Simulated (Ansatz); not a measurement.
# CH₅Cl₂GaS: one species, many methods

An exercise on one series of results from a longer session: the logs are not shown, and one member is left open.

Method: functionals in def2-TZVPP, the program's frozen cores in correlated methods; program: Ansatz 0.2.0, Gaussian basis.

Plan: LDA (SPW92), PBE-D4, revPBE-D4, BLYP-D4, r2SCAN-D4, B97M-V, PBE0-D4, B3LYP-D4, r2SCANh-D4, r2SCAN0-D4, HSE06-D4, BHLYP-D4, CAM-B3LYP-D4, LC-ωPBE, ωB97X-V, ωB97M-V, B2PLYP, PBE-QIDH; CCSD(T)/def2-SVP; CCSD(T)/def2-TZVPP; MP2/def2-QZVPP; extrapolation to the limit; RPA on PBE.

### The relaxed structure

All runs share one geometry, relaxed beforehand with PBE0-D4 in a triple-zeta def2 set.

SMILES `[CH3][Ga-]([SH2+])([Cl])[Cl]`, 10 atoms, charge 0, spin multiplicity 1.

Atoms are counted from 1 here; the program's logs count them from 0.

Bond lengths: C1–Ga2 1.955 Å, C1–H6 1.091 Å, C1–H7 1.091 Å, C1–H8 1.092 Å, Ga2–S3 2.584 Å, Ga2–Cl4 2.170 Å, Ga2–Cl5 2.170 Å, S3–H9 1.345 Å, S3–H10 1.345 Å. Angles: Ga2–C1–H6 110.7°, Ga2–C1–H7 110.8°, Ga2–C1–H8 109.1°, H6–C1–H7 109.6°, H6–C1–H8 108.3°, H7–C1–H8 108.3°, C1–Ga2–S3 105.4°, C1–Ga2–Cl4 120.0°, C1–Ga2–Cl5 120.0°, S3–Ga2–Cl4 94.3°, S3–Ga2–Cl5 94.3°, Cl4–Ga2–Cl5 114.0°, Ga2–S3–H9 98.1°, Ga2–S3–H10 98.1°, H9–S3–H10 92.9°.

As a file:

```tsv
atom	x (Å)	y (Å)	z (Å)
C1	-1.33421	0.14007	0.67339
Ga2	-0.18465	0.31207	-0.89894
S3	2.14291	-0.51403	-0.13852
Cl4	-0.34363	-1.11989	-2.52140
Cl5	0.52939	2.26695	-1.51280
H6	-1.39914	-0.90128	0.99191
H7	-0.95921	0.75160	1.49526
H8	-2.33884	0.48470	0.42066
H9	1.75146	-1.64327	0.47774
H10	2.21912	0.17176	1.01559
```

Set-up of the first run:

File in.yaml:

```yaml
crystal:
  periodic: [false, false, false]
  atoms:
    - {symbol: C, position_ang: [-1.334213, 0.140073, 0.673390]}
    - {symbol: Ga, position_ang: [-0.184653, 0.312069, -0.898944]}
    - {symbol: S, position_ang: [2.142912, -0.514026, -0.138524]}
    - {symbol: Cl, position_ang: [-0.343630, -1.119893, -2.521396]}
    - {symbol: Cl, position_ang: [0.529394, 2.266954, -1.512797]}
    - {symbol: H, position_ang: [-1.399144, -0.901277, 0.991914]}
    - {symbol: H, position_ang: [-0.959211, 0.751605, 1.495263]}
    - {symbol: H, position_ang: [-2.338836, 0.484700, 0.420660]}
    - {symbol: H, position_ang: [1.751459, -1.643266, 0.477741]}
    - {symbol: H, position_ang: [2.219121, 0.171763, 1.015593]}
basis:
  gaussian: {orbitals: def2-TZVPP}
hamiltonian: {xc: lda}
output: {orbitals: {seedname: orbitals}}
```

Run with:

```sh
ansatz run in.yaml --threads 4 --pin off --events-out ev --progress --plain --max-ram 11315MiB
```

Among the steps run: LDA; PBE-D4 (GGA); revPBE-D4 (GGA); BLYP-D4 (GGA); r2SCAN-D4 (meta-GGA); B97M-V (meta-GGA); B3LYP-D4 (hybrid); r2SCANh-D4 (hybrid); r2SCAN0-D4 (hybrid); HSE06-D4 (hybrid); BHLYP-D4 (hybrid); CAM-B3LYP-D4 (range-separated); LC-ωPBE (range-separated); ωB97X-V (range-separated); ωB97M-V (range-separated); B2PLYP (double hybrid); PBE-QIDH (double hybrid).

One table of the session follows, with a row left open; its other results are not shown here.

It belongs to the step «Orbital energies across the functionals». 

```
  functional  HOMO (eV)  gap (eV)
 LDA (SPW92)      -7.00      5.17
      PBE-D4      -6.84      5.12
   revPBE-D4      -6.78      5.11
     BLYP-D4      -6.68      5.06
   r2SCAN-D4      -7.16      5.71
      B97M-V      -7.23      5.70
     PBE0-D4      -8.14      7.41
    B3LYP-D4      -7.89      6.89
  r2SCANh-D4      -7.64      6.55
  r2SCAN0-D4      -8.35      7.80
    HSE06-D4      -7.74      6.63
    BHLYP-D4      -9.30      9.60
CAM-B3LYP-D4      -9.47      9.87
     LC-ωPBE     -10.85     12.50
     ωB97X-V          ?         ?
     ωB97M-V     -10.33     11.56
```

**Question.** Estimate the row for ωB97X-V.

The run gave: HOMO (eV): -10.48; gap (eV): 11.97. In the column «HOMO (eV)» it lies between LC-ωPBE (-10.85) and ωB97M-V (-10.33).
